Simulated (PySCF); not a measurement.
**A gas-phase reaction: Cl2GaHS + H3N → Cl2GaH2N + H2S**

Wanted: the reaction energy for `[SH][Ga]([Cl])[Cl]` + `N` → `[NH2][Ga]([Cl])[Cl]` + `S`.

Computed with PySCF 2.14.0; each step states its level. No surroundings beyond the atoms listed, unless a continuum is named. Atoms count from 0, parts from 1.

### 1 The system as given

Each species was relaxed by itself at PBE0-D3(BJ)/def2-SVPD.

### 2 Energies of the species: wB97M-D3(BJ)/def2-TZVPD

Job settings and geometry (Å):

```
{"job": {"kind": "react", "xc": "wB97M-D3(BJ)", "basis": "def2-TZVPD"}, "charge": 0, "multiplicity": 1}
-1 Cl2GaHS charge 0 multiplicity 1
S      1.467440     0.964220    -0.055500
Ga    -0.516070     0.056580    -0.001980
Cl    -0.773000    -2.067840     0.102760
Cl    -2.262120     1.286290    -0.049920
H      2.084080    -0.239500     0.003940

-1 H3N charge 0 multiplicity 1
N      0.002880     0.000350     0.284500
H     -0.426140     0.840840    -0.091530
H     -0.510590    -0.791220    -0.091860
H      0.945040    -0.048330    -0.092140

+1 Cl2GaH2N charge 0 multiplicity 1
N      0.408270     0.969810     0.228650
Ga    -0.275710    -0.641810    -0.145760
Cl    -2.338070    -0.874190    -0.666090
Cl     0.952690    -2.392040    -0.067910
H     -0.128080     1.824450     0.189900
H      1.380500     1.114160     0.461110

+1 H2S charge 0 multiplicity 1
S     -0.011200     0.615460    -0.002870
H     -0.979310    -0.325400    -0.001290
H      0.970410    -0.311260     0.004800
```

Level: wB97M-D3(BJ)/def2-TZVPD reaction energy of separated species, gas phase.

Command:

```bash
> OMP_NUM_THREADS=1 python cluster_run.py task.json out
```

The driver reads the jobs from task.json and runs them one after another.

**Question.** The jobs that follow are: PBE0-D3(BJ)/def2-TZVPD reaction energy of separated species, gas phase. Predict: reaction energy (wB97M-D3(BJ)/def2-TZVPD); ΔH, ΔG at 298 K (xTB thermal terms). Thermal terms come from harmonic xTB runs on each species.

The runs gave:

| quantity | value |
| --- | --- |
| reaction energy (wB97M-D3(BJ)/def2-TZVPD) | 11.12 kcal/mol |
| ΔH, ΔG at 298 K (xTB thermal terms) | +8.1, +7.6 kcal/mol |
| range of the reaction energy over the runs of this table | 11.12 to 12.82 kcal/mol |

What this shows: The reaction is endothermic by 8.1 kcal/mol in the gas phase; dispersion gives +0.12, and xTB itself gave 11.17 for the electronic energy (xTB energies and thermal terms come from the earlier relaxation of each species, not shown). No barrier was sought. The reaction energy runs from 11.12 (wB97M-D3(BJ)/def2-TZVPD) to 12.82 kcal/mol (PBE0-D3(BJ)/def2-TZVPD).
